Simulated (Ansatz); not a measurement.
# Ta7Fe9: the cost of one run

All numbers below are computed with Ansatz 0.2.0 (DFT PBE, scalar-relativistic, plane waves, PAW).

## 1. Starting point

The cell holds 16 atoms (Fe9Ta7): a = 6.133 Å, b = 6.133 Å, c = 6.133 Å, α = 90.00°, β = 90.00°, γ = 90.00°.

The sites of an ideal bcc lattice, at a guessed lattice constant, take 7 Ta, 9 Fe (sublattices apart by semicolons), with a shake of 0.02 Å. Warren-Cowley parameters of the first shell (negative: unlike neighbours preferred): Fe-Ta -0.02. In a cell this small the draw can fall short of the order aimed at.

Coordinates:

```
CELL_PARAMETERS angstrom
6.13314 0.00000 0.00000
0.00000 6.13314 0.00000
0.00000 0.00000 6.13314
ATOMIC_POSITIONS crystal
Fe 0.00629 0.99519 0.99961
Fe 0.50138 0.99912 0.99768
Fe 0.25080 0.25461 0.25021
Fe 0.49826 0.49956 0.99946
Fe 0.99634 0.49978 0.49906
Fe 0.25485 0.75352 0.25178
Fe 0.50528 0.49936 0.50768
Fe 0.74670 0.75203 0.24607
Fe 0.75040 0.24671 0.74761
Ta 0.99725 0.49693 0.99817
Ta 0.99519 0.99500 0.49653
Ta 0.50432 0.00401 0.50227
Ta 0.74864 0.24502 0.24756
Ta 0.25311 0.24886 0.74527
Ta 0.25333 0.75339 0.75435
Ta 0.75045 0.75353 0.75223
```

## 2. Relaxing on a coarse mesh

Cell and atoms move without symmetry, on a coarse mesh with loose thresholds.

input.yaml

```yaml
crystal:
  lattice:
    - [6.13313512, 0.0, 0.0]
    - [0.0, 6.13313512, 0.0]
    - [0.0, 0.0, 6.13313512]
  atoms:
    - { symbol: Fe, position: [0.0062861191, 0.9951881737, 0.9996073138], spin: 4.0 }
    - { symbol: Fe, position: [0.5013791766, 0.9991166477, 0.9976789305], spin: 4.0 }
    - { symbol: Fe, position: [0.2507998231, 0.25460542, 0.2502105595], spin: 4.0 }
    - { symbol: Fe, position: [0.49825825, 0.4995574475, 0.999464069], spin: 4.0 }
    - { symbol: Fe, position: [0.9963372827, 0.4997750784, 0.4990591534], spin: 4.0 }
    - { symbol: Fe, position: [0.2548514052, 0.753519107, 0.2517768946], spin: 4.0 }
    - { symbol: Fe, position: [0.5052753669, 0.4993581846, 0.5076764213], spin: 4.0 }
    - { symbol: Fe, position: [0.7467028319, 0.7520326024, 0.2460720435], spin: 4.0 }
    - { symbol: Fe, position: [0.7504034182, 0.2467143137, 0.7476127746], spin: 4.0 }
    - { symbol: Ta, position: [0.9972451491, 0.4969314938, 0.9981661491] }
    - { symbol: Ta, position: [0.9951869414, 0.9950028152, 0.4965266167] }
    - { symbol: Ta, position: [0.5043150675, 0.0040130574, 0.5022709968] }
    - { symbol: Ta, position: [0.7486369518, 0.2450170189, 0.2475558297] }
    - { symbol: Ta, position: [0.2531141402, 0.2488616027, 0.7452694405] }
    - { symbol: Ta, position: [0.253325828, 0.7533889995, 0.7543527139] }
    - { symbol: Ta, position: [0.7504518049, 0.7535333063, 0.7522250246] }
  symmetry: { detect: false }
basis:
  ecutwfc: 420
kpoints:
  mp_grid: { grid: [2, 2, 2], shift: [0.5, 0.5, 0.5] }
hamiltonian:
  xc: pbe
scf:
  occupations: { method: gaussian, width: 0.1 }
  lower_state_search: "off"
output:
  forces: true
  stress: true
  eigenvalues: true
  populations: true
magnetization:
  spin_polarized: true
relax:
  adjacent_minimum: "off"
  f_tol: 0.04
  max_steps: 50
  cell: { stress_tol: 0.3 }
```

Command:

```bash
$ ansatz run input.yaml --threads 4 --pin off --max-ram 9216MiB --backend cpu --events-out ev --progress --plain --runs-dir out
```

What time and memory should one allow on 4 threads of Intel Xeon at 2.50GHz (Skylake/Cascade Lake), shared host?

About 3.8 min, with a peak of 1.1 GiB.
